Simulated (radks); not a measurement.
# The series with 8 electrons, Mo³⁴⁺ to Gd⁵⁶⁺

The task here is to estimate one member of a computed series from the others.

Method: scalar-relativistic Kohn-Sham, BLYP, spin-polarised, spherical densities, finite nucleus; open shells are filled with parallel spins first. Code: radks (a radial shooting solver on a logarithmic mesh, Libxc functionals) version 1.

## What is computed

```
electrons     : 8
ions          : Mo³⁴⁺, Ru³⁶⁺, Pd³⁸⁺, Cd⁴⁰⁺, Sn⁴²⁺, Te⁴⁴⁺, Xe⁴⁶⁺, Ba⁴⁸⁺, Ce⁵⁰⁺, Nd⁵²⁺, Sm⁵⁴⁺, Gd⁵⁶⁺
configuration : [He] 2s2 2p4
```

The outer shells:

[He] 2s2 2p4
```
[He] core
2s [↑↓]
2p [↑↓][↑ ][↑ ]
```

Set-up of the first run:

Input:

```text
Z 42
configuration [He] 2s2 2p4 3s0 3p0
relativity scalar-relativistic
functional b88,lyp
spin polarised
nucleus finite rms 4.4091 fm
c 137.035999084
```

Steps of the session up to this table: Mo³⁴⁺; Ru³⁶⁺; Pd³⁸⁺; Cd⁴⁰⁺; Sn⁴²⁺; Te⁴⁴⁺; Xe⁴⁶⁺; Ba⁴⁸⁺; Ce⁵⁰⁺; Nd⁵²⁺; Sm⁵⁴⁺; Gd⁵⁶⁺.

One table of the session follows, with a row left open; its other results are not shown here.

| ion | E (hartree) | ε(2p down) (eV) | ε(3s up, empty) (eV) | ε(3s down, empty) (eV) | ε(3p up, empty) (eV) |
| --- | --- | --- | --- | --- | --- |
| Mo³⁴⁺ | ? | ? | ? | ? | ? |
| Ru³⁶⁺ | -3222.96423 | -5068.8 | -2248.9 | -2240.7 | -2161.5 |
| Pd³⁸⁺ | -3542.23221 | -5619.1 | -2498.0 | -2489.4 | -2401.0 |
| Cd⁴⁰⁺ | -3877.84979 | -6198.7 | -2761.3 | -2752.1 | -2653.6 |
| Sn⁴²⁺ | -4230.06484 | -6808.0 | -3038.7 | -3029.1 | -2919.2 |
| Te⁴⁴⁺ | -4599.13457 | -7447.1 | -3330.7 | -3320.6 | -3198.1 |
| Xe⁴⁶⁺ | -4985.34612 | -8116.2 | -3637.4 | -3626.9 | -3490.2 |
| Ba⁴⁸⁺ | -5388.9955 | -8815.7 | -3959.2 | -3948.1 | -3795.7 |
| Ce⁵⁰⁺ | -5810.4059 | -9545.7 | -4296.2 | -4284.7 | -4114.8 |
| Nd⁵²⁺ | -6249.9202 | -10306.7 | -4648.8 | -4636.8 | -4447.5 |
| Sm⁵⁴⁺ | -6707.8738 | -11098.8 | -5017.4 | -5005.0 | -4793.9 |
| Gd⁵⁶⁺ | -7184.7037 | -11922.3 | -5402.3 | -5389.4 | -5154.3 |

Estimate the missing values for Mo³⁴⁺.

The run gave: E (hartree): -2919.81870; ε(2p down) (eV): -4547.7; ε(3s up, empty) (eV): -2013.5; ε(3s down, empty) (eV): -2005.8; ε(3p up, empty) (eV): -1934.9. In the column «E (hartree)» it is the highest.

The configuration is held, so it need not be the ground state of every ion.
